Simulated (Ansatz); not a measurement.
**C2H8O2Se2Zr: small, medium and large basis sets**

One table from this session's results is given with a row withheld; the runs are named, their logs left out.

The runs use Ansatz 0.2.0, Gaussian basis; one geometry, several basis sets.

Levels to be run: PBE0-D4/def2-SVP; ωB97M-V/def2-SVP; PBE0-D4/def2-QZVPP; ωB97M-V/def2-QZVPP; the functionals' def2-TZVPP values are taken from earlier runs.

## Structure used throughout

All runs share one geometry, relaxed beforehand with PBE0-D4 in a triple-zeta def2 set. Zr takes the def2 core potential; no spin-orbit term is included.

SMILES `C[O][Zr]([SeH])([SeH])[O]C`, 15 atoms, charge 0, spin multiplicity 1.

Atoms are counted from 1 here; the program's logs count them from 0.

Bond lengths: C1–O2 1.393 Å, C1–H8 1.094 Å, C1–H9 1.094 Å, C1–H10 1.094 Å, O2–Zr3 1.892 Å, Zr3–Se4 2.603 Å, Zr3–Se5 2.603 Å, Zr3–O6 1.892 Å, Se4–H11 1.473 Å, Se5–H12 1.473 Å, O6–C7 1.393 Å, C7–H13 1.094 Å, C7–H14 1.094 Å, C7–H15 1.094 Å. Angles: O2–C1–H8 110.1°, O2–C1–H9 109.9°, O2–C1–H10 110.6°, H8–C1–H9 108.7°, H8–C1–H10 108.8°, H9–C1–H10 108.7°, C1–O2–Zr3 172.2°, O2–Zr3–Se4 111.2°, O2–Zr3–Se5 104.0°, O2–Zr3–O6 114.7°, Se4–Zr3–Se5 112.0°, Se4–Zr3–O6 104.0°, Se5–Zr3–O6 111.2°, Zr3–Se4–H11 89.4°, Zr3–Se5–H12 89.4°, Zr3–O6–C7 172.1°, O6–C7–H13 110.1°, O6–C7–H14 109.9° and more.

The first run:

File in.yaml:

```yaml
crystal:
  periodic: [false, false, false]
  atoms:
    - {symbol: C, position_ang: [-0.791653, -1.205862, 2.515627]}
    - {symbol: O, position_ang: [-0.173855, -0.416322, 1.547953]}
    - {symbol: Zr, position_ang: [0.619864, 0.460409, 0.070725]}
    - {symbol: Se, position_ang: [3.072809, -0.333494, -0.287697]}
    - {symbol: Se, position_ang: [0.492380, 2.984317, 0.694733]}
    - {symbol: O, position_ang: [-0.217126, 0.124677, -1.592873]}
    - {symbol: C, position_ang: [-0.997489, -0.123970, -2.720087]}
    - {symbol: H, position_ang: [-0.139957, -2.039184, 2.794084]}
    - {symbol: H, position_ang: [-0.996953, -0.607621, 3.407872]}
    - {symbol: H, position_ang: [-1.736454, -1.607745, 2.137781]}
    - {symbol: H, position_ang: [3.373876, 0.016607, 1.110544]}
    - {symbol: H, position_ang: [1.114793, 3.319435, -0.597051]}
    - {symbol: H, position_ang: [-1.557745, 0.774175, -2.995855]}
    - {symbol: H, position_ang: [-0.357454, -0.409877, -3.559539]}
    - {symbol: H, position_ang: [-1.705026, -0.935564, -2.526228]}
basis:
  gaussian: {orbitals: def2-SVP}
hamiltonian: {xc: pbe0, dispersion: d4}
output: {orbitals: {seedname: orbitals}}
```

Among the steps run: PBE0-D4 in def2-SVP; ωB97M-V in def2-SVP; PBE0-D4 in def2-QZVPP; ωB97M-V in def2-QZVPP.

One of the session's tables, all rows but one given; the rest of the session is left out.

It belongs to the step «Density functionals: the series». 

| functional | basis | HOMO (eV) |
| --- | --- | --- |
| PBE0-D4 | def2-SVP | -6.51 |
| PBE0-D4 | def2-TZVPP | -6.61 |
| PBE0-D4 | def2-QZVPP | -6.62 |
| ωB97M-V | def2-SVP | ? |
| ωB97M-V | def2-TZVPP | -8.67 |
| ωB97M-V | def2-QZVPP | -8.69 |

**Question.** Estimate the row for ωB97M-V, def2-SVP.

As computed: HOMO (eV): -8.56. In the column «HOMO (eV)» it lies between ωB97M-V, def2-TZVPP (-8.67) and PBE0-D4, def2-QZVPP (-6.62).
